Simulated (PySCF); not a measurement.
**TaHF: structure of the doublet**

The task is one start of a wider search on TaHF: the doublet, from a bent start. It is relaxed, tested by its Hessian and followed downhill if it is a saddle.

Computed with PySCF 2.14.0. Level: PBE0, basis Ta def2-TZVP with ECP60, H def2-TZVP, F def2-TZVP, scalar-relativistic core potentials, no spin–orbit coupling, density fitting.

## (1) Starting geometry

3 atoms, charge 0, spin multiplicity 2.

Bond lengths: Ta1–H2 1.780 Å, Ta1–F3 2.100 Å. Angles: H2–Ta1–F3 110.0°.

Z-matrix (Å, degrees; charge 0 multiplicity 2):
```
Ta
H  1 1.7800
F  1 2.1000 2 110.00
```

## (2) First SCF at the start

One driver script runs all steps and calls PySCF; scf.py shows how it sets up the SCF of each step. The optimiser is the driver's own. After this first run the driver tries any further starts and a stability analysis.

Input file scf.py:

```python
from pyscf import gto, scf, dft
mol = gto.M(atom='''
Ta     0.000000     0.000000     0.000000
H     -1.458100     0.000000     1.021000
F      1.720200     0.000000     1.204500''',
    basis={'Ta': 'def2-TZVP', 'H': 'def2-TZVP', 'F': 'def2-TZVP'},
    ecp={'Ta': 'def2-TZVP'},
    charge=0, spin=1)
mf = dft.UKS(mol, xc='PBE0')
mf.grids.atom_grid = (50, 194)
aux = {'Ta': 'def2-universal-JKFIT', 'H': 'def2-universal-JKFIT', 'F': 'def2-universal-JKFIT'}
mf = mf.density_fit(auxbasis=aux)
mf.conv_tol = 1e-08
mf.diis_space = 10
mf.max_cycle = 60
mf.init_guess = 'minao'
mf.verbose = 4
mf.kernel()
```

Launch:

```bash
$ OMP_NUM_THREADS=2 python axn.py task.json out
```

The runs that follow: Bent start, doublet: relaxation; Vibrations and properties at this point.

**Question.** What will these runs give? Wanted: minimum; geometry; wavenumbers; dipole moment; highest occupied, lowest empty level; polar-tensor charge of Ta1; zero-point energy; atomisation energy; ⟨S²⟩.

The runs gave:

```
                                          quantity                                      value
                                           minimum             broken-symmetry (Ms = 1/2), Cs
                                          geometry  Ta–F 1.850 Å, Ta–H 1.778 Å; F–Ta–H 128.1°
                                wavenumbers (cm⁻¹)              425 (a'), 687 (a'), 1831 (a')
                                     dipole moment                                     1.17 D
highest occupied, lowest empty level (either spin)                            -5.47, -2.40 eV
                        polar-tensor charge of Ta1                                    +0.71 e
                                 zero-point energy                                17.6 kJ/mol
                               entropy at 298.15 K                            271.2 J/(mol K)
         atomisation energy (no zero-point energy)                                 856 kJ/mol
                                              ⟨S²⟩                                      1.480
```

In words: The molecule stays Cs, as typed, and the end point is a minimum. The determinant is spin-contaminated (⟨S²⟩ = 1.48 against 0.75), so it is no pure spin state. In the infrared the band at 1831 cm⁻¹ (a', stretch) leads. The first SCF alone would have been 26 kJ/mol too high. Other starts or spin states, not run here, may lie lower. One determinant may miss the lowest occupation of an open d or f shell. Spin–orbit coupling, left out here, can matter for elements this heavy.
